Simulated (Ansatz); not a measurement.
This script drives the Ansatz DFT code, driven from Python.

Script `geh8n2si.py`:
```python
# -*- coding: utf-8 -*-
import ansatz as az
import numpy as np

GEOMETRY = """
N    -1.41270    1.13920   -0.99170
Si   -0.95260    0.45640    0.64220
Ge    1.23450   -0.38690    0.55370
N     1.36020   -1.65500   -0.74500
H    -2.30730    1.55220   -0.88000
H    -0.72150    1.92470   -1.14350
H    -1.01290    1.49390    1.64930
H    -1.89110   -0.62800    0.98100
H     1.58250   -0.97040    1.91100
H     2.23220    0.75070    0.19410
H     1.06680   -1.21940   -1.69840
H     0.63970   -2.40260   -0.53320
"""

geometry = az.Crystal.molecule()
for line in GEOMETRY.strip().splitlines():
    symbol, *xyz = line.split()
    geometry = geometry.atom(symbol, [float(v) for v in xyz])

base = (
    geometry.calculation()
    .basis(gaussian="def2-SVP")
    .functional("pbe")
)
symbols = [site.symbol for site in geometry.cartesian_sites]
start = np.array([site.position_ang for site in geometry.cartesian_sites], dtype=float)
report = base.relax(force_tolerance=0.005).run(threads=1, backend="cpu").report
end = np.array(report["positions_ang"])

print("reference energy %16.6f eV" % report["reference_energy_ev"])
print("total energy     %16.6f eV" % report["free_energy_ev"])
print("occupied (up, down):", report["n_occupied"], " virtual:", report["n_virtual"], " frozen:", report["n_frozen"])

print("bond        before    after (A)")
for i, j in [(0, 1), (0, 4), (0, 5), (1, 2), (1, 6), (1, 7), (2, 3), (2, 8), (2, 9), (3, 10), (3, 11)]:
    d0, d1 = (np.linalg.norm(xyz[i] - xyz[j]) for xyz in (start, end))
    print(f"{symbols[i]}{i}-{symbols[j]}{j}".ljust(10), f"{d0:8.4f} {d1:8.4f}")
with open("geh8n2si_opt.xyz", "w") as handle:
    handle.write(f"{len(symbols)}\nrelaxed GeH8N2Si\n")
    handle.writelines(f"{s:2s} {x:11.6f} {y:11.6f} {z:11.6f}\n" for s, (x, y, z) in zip(symbols, end))
```

It is started by `python geh8n2si.py`. Estimate its wall time and peak memory on 1 thread of Arm Neoverse V1, on a shared host.

It took about 80 s, with a peak of 0.23 GiB, for 1 run of the engine.

Running `python geh8n2si.py` prints:
```text
reference energy    -67478.371105 eV
total energy        -67478.371105 eV
occupied (up, down): [34, 34]  virtual: [84, 84]  frozen: 0
bond        before    after (A)
N0-Si1       1.8296   1.7617
N0-H4        0.9916   1.0252
N0-H5        1.0573   1.0250
Si1-Ge2      2.3457   2.4061
Si1-H6       1.4472   1.5189
Si1-H7       1.4736   1.5078
Ge2-N3       1.8195   1.8770
Ge2-H8       1.5178   1.5547
Ge2-H9       1.5553   1.5585
N3-H10       1.0885   1.0301
N3-H11       1.0597   1.0293
```

It writes `geh8n2si_opt.xyz`:
```text
12
relaxed GeH8N2Si
N    -1.322053    1.170163   -0.894548
Si   -0.980366    0.572874    0.727205
Ge    1.230029   -0.364073    0.566645
N     1.348251   -1.600886   -0.840300
H    -2.298105    1.393325   -1.115001
H    -0.723754    1.925797   -1.243297
H    -1.111414    1.570293    1.865178
H    -1.987800   -0.517209    0.992389
H     1.682283   -1.118506    1.848643
H     2.272512    0.752563    0.258218
H     0.821701   -1.248391   -1.652494
H     0.886516   -2.481149   -0.573139
```

Total energies depend on the basis set; only differences at equal settings carry meaning. The end point is the stationary point reached from this start; no frequency run checks that it is a minimum, and the basis set is modest.

(A comment or docstring line of the script was reworded after the run, the code is as it ran; lines on the test bed's own set-up are left out of the output.)
